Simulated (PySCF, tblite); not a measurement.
# C₆H₁₃O₂P: geometry, infrared bands and NMR shifts

Aim: predict the infrared bands and NMR shifts of C₆H₁₃O₂P (`CCC[P@](C)(=O)C(C)=O`).

Programs: tblite 0.8.0 and PySCF 2.14.0, with density-fitted response routines of our own. Each step states its level of theory. These are calculated values for one molecule in the gas phase, unless marked as measured. Atoms count from 0, in the outputs and in this text.

### 1 The molecule as given

22 atoms, charge 0, multiplicity 1; geometry from: force field or distance geometry start.

Bonds of the start (Å): C0–C1 1.50, C1–C2 1.53, C2–P3 1.77, P3–C4 1.78, P3–O5 1.51, P3–C6 1.77, C6–C7 1.51, C6–O8 1.22, C0–H9 1.10, C0–H10 1.10, C0–H11 1.11, C1–H12 1.10, C1–H13 1.10, C2–H14 1.11, C2–H15 1.09, C4–H16 1.10, C4–H17 1.09, C4–H18 1.09, C7–H19 1.09, C7–H20 1.09, C7–H21 1.09.

### 2 Geometry optimisation with GFN2-xTB

What the job is given:

```
{"job": {"kind": "relax", "xc": "GFN2-xTB", "basis": "xTB"}, "charge": 0, "multiplicity": 1}
C     -3.250800     0.400500    -0.392700
C     -2.015200    -0.182500     0.229700
C     -0.729700     0.353100    -0.399900
P      0.750900    -0.301600     0.312500
C      0.966700    -1.967500    -0.268400
O      0.862300    -0.150000     1.807200
C      1.961800     0.525800    -0.684300
C      3.004100     1.335100     0.039600
O      1.918300     0.411400    -1.900800
H     -3.282700     1.491000    -0.275700
H     -3.311900     0.164600    -1.461100
H     -4.158800    -0.006200     0.089800
H     -2.037400    -1.276800     0.153700
H     -1.998200     0.034100     1.309800
H     -0.722400     1.456200    -0.294300
H     -0.757600     0.140000    -1.465000
H      0.821700    -2.029100    -1.354400
H      1.969100    -2.341000    -0.041900
H      0.243800    -2.632100     0.204500
H      2.513100     2.117600     0.621400
H      3.568400     0.684300     0.701600
H      3.674100     1.792700    -0.687700
```

Command:

```bash
> OMP_NUM_THREADS=1 python probes_run.py task.json out
```

This one command runs all jobs of the session in turn.

**Question.** This job is followed by: GFN2-xTB harmonic vibrations, gas phase; GIAO PBE0/pcSseg-1 NMR shielding, non-relativistic, gas phase. Predict these results of the whole session: strongest single infrared mode (GFN2-xTB); zero-point energy (GFN2-xTB); ¹³C shifts against TMS (PBE0/pcSseg-1); ¹H shifts against TMS (PBE0/pcSseg-1, means over atoms taken as alike); ³¹P shifts against H3PO4 (PBE0/pcSseg-1); ¹⁷O shifts against H2O (PBE0/pcSseg-1).

The runs gave:

```
                                                              quantity                                         value
                             strongest single infrared mode (GFN2-xTB)                         1765 cm⁻¹, 264 km/mol
                                          zero-point energy (GFN2-xTB)                                112.7 kcal/mol
                                ¹³C shifts against TMS (PBE0/pcSseg-1)       232.5, 35.1, 34.9, 18.3, 18.0, 14.2 ppm
¹H shifts against TMS (PBE0/pcSseg-1, means over atoms taken as alike)  2.83, 1.99, 1.34, 1.33, 1.27, 1.26, 1.14 ppm
                              ³¹P shifts against H3PO4 (PBE0/pcSseg-1)                                       8.8 ppm
                                ¹⁷O shifts against H2O (PBE0/pcSseg-1)                               734.5, 86.7 ppm
```

Relaxing lowered the energy by 0.327 eV in 75 steps; the close pair that moved most is P3–C6, from 1.773 to 1.880 Å. All 60 modes are real, so the xTB geometry is a minimum. The strongest single mode, at 1765 cm⁻¹, moves mainly C6 and O8. Unscaled tight-binding wavenumbers are off by several per cent, some by more. Its intensities can rank the bands wrongly. The most deshielded hydrogen is H19, H20, H21 (mean) (hydrogen on a methyl carbon α to a carbonyl), at 2.83 ppm: α to C=O. At PBE0/pcSseg-1: Shielding is most anisotropic at O8 (span 1458 ppm, paramagnetic term -800 ppm).
